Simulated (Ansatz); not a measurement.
# Si₃H₈O₂: basis-set convergence

Aim: see how fast density functionals and correlated methods converge with the basis set for Si₃H₈O₂.

Program: Ansatz 0.2.0, Gaussian basis. Level of theory: one geometry, several basis sets. These are calculated values, not measurements.

Plan: PBE0-D4/def2-SVP; ωB97M-V/def2-SVP; PBE0-D4/def2-QZVPP; ωB97M-V/def2-QZVPP; CCSD(T)/cc-pV(D+d)Z; CCSD(T)/cc-pV(T+d)Z; MP2/cc-pV(Q+d)Z; the functionals' def2-TZVPP values are taken from earlier runs.

## 1. Structure used throughout

All runs share one geometry, relaxed beforehand with PBE0-D4 in a triple-zeta def2 set.

SMILES `O[SiH]([SiH3])O[SiH3]`, 13 atoms, charge 0, spin multiplicity 1.

Atoms are counted from 1 here; the program's logs count them from 0.

Bond lengths: O1–Si2 1.642 Å, O1–H6 0.958 Å, Si2–Si3 2.352 Å, Si2–O4 1.635 Å, Si2–H7 1.481 Å, Si3–H8 1.491 Å, Si3–H9 1.488 Å, Si3–H10 1.489 Å, O4–Si5 1.634 Å, Si5–H11 1.488 Å, Si5–H12 1.484 Å, Si5–H13 1.483 Å. Angles: Si2–O1–H6 118.4°, O1–Si2–Si3 111.0°, O1–Si2–O4 111.1°, O1–Si2–H7 104.3°, Si3–Si2–O4 109.0°, Si3–Si2–H7 113.1°, O4–Si2–H7 108.2°, Si2–Si3–H8 110.0°, Si2–Si3–H9 110.4°, Si2–Si3–H10 111.3°, H8–Si3–H9 108.2°, H8–Si3–H10 108.3°, H9–Si3–H10 108.7°, Si2–O4–Si5 148.3°, O4–Si5–H11 109.9°, O4–Si5–H12 109.2°, O4–Si5–H13 109.5°, H11–Si5–H12 109.2° and more.

## 2. PBE0-D4 in def2-SVP

Contents of in.yaml:

```yaml
crystal:
  periodic: [false, false, false]
  atoms:
    - {symbol: O, position_ang: [-1.834547, 1.566366, 0.607842]}
    - {symbol: Si, position_ang: [-0.493975, 1.117189, -0.227415]}
    - {symbol: Si, position_ang: [-0.935664, -0.750801, -1.586878]}
    - {symbol: O, position_ang: [0.739177, 0.759111, 0.784792]}
    - {symbol: Si, position_ang: [1.785365, -0.356462, 1.360577]}
    - {symbol: H, position_ang: [-2.301734, 0.898792, 1.111892]}
    - {symbol: H, position_ang: [-0.122221, 2.324518, -1.000019]}
    - {symbol: H, position_ang: [-1.478309, -1.866083, -0.759230]}
    - {symbol: H, position_ang: [-1.944804, -0.408447, -2.625665]}
    - {symbol: H, position_ang: [0.300690, -1.230715, -2.262984]}
    - {symbol: H, position_ang: [1.521580, -1.675379, 0.723482]}
    - {symbol: H, position_ang: [1.609591, -0.478652, 2.829151]}
    - {symbol: H, position_ang: [3.175151, 0.065763, 1.059156]}
basis:
  gaussian: {orbitals: def2-SVP}
hamiltonian: {xc: pbe0, dispersion: d4}
output: {orbitals: {seedname: orbitals}}
```

Run with:

```console
$ ansatz run in.yaml --threads 2 --pin off --events-out ev --progress --plain --max-ram 32768MiB --backend cpu
```

Further steps of the session: ωB97M-V in def2-SVP; PBE0-D4 in def2-QZVPP; ωB97M-V in def2-QZVPP; CCSD(T) in cc-pV(D+d)Z; CCSD(T) in cc-pV(T+d)Z; MP2 in cc-pV(Q+d)Z.

Before running them: what should the planned runs give, taken together? Wanted: MP2 correlation recovered, cc-pV(D+d)Z; MP2 correlation recovered, cc-pV(T+d)Z; MP2 correlation recovered, cc-pV(Q+d)Z; CCSD(T) limit from def2 sets; PBE0-D4: double and triple zeta above quadruple; ωB97M-V: double and triple zeta above quadruple.

**Answer**, as computed:

| quantity | value |
| --- | --- |
| MP2 correlation recovered, cc-pV(D+d)Z | 69.6 % |
| MP2 correlation recovered, cc-pV(T+d)Z | 88.1 % |
| MP2 correlation recovered, cc-pV(Q+d)Z | 95.1 % |
| CCSD(T) limit from def2 sets (earlier runs) less the limit of this series | -86 meV |
| PBE0-D4: double and triple zeta above quadruple | 14.98, 1.08 eV |
| ωB97M-V: double and triple zeta above quadruple | 15.09, 1.00 eV |

What this shows: PBE0-D4 gains 13.90 eV from double to triple zeta, then 1.08 eV more. Correlation climbs from 70 % (cc-pV(D+d)Z) to 95 % (cc-pV(Q+d)Z) of the limit; Hartree-Fock is 0.204 eV from its own by then. A limit from the def2 sets, made apart, differs by 86 meV, a least measure of the doubt on such a limit. These are total energies; as a rule much of such shifts cancels in differences, which this series doesn't test. The LUMO of ωB97M-V is positive and keeps falling with the basis (1.90 to 1.02 eV): an unbound level that the basis holds in place.
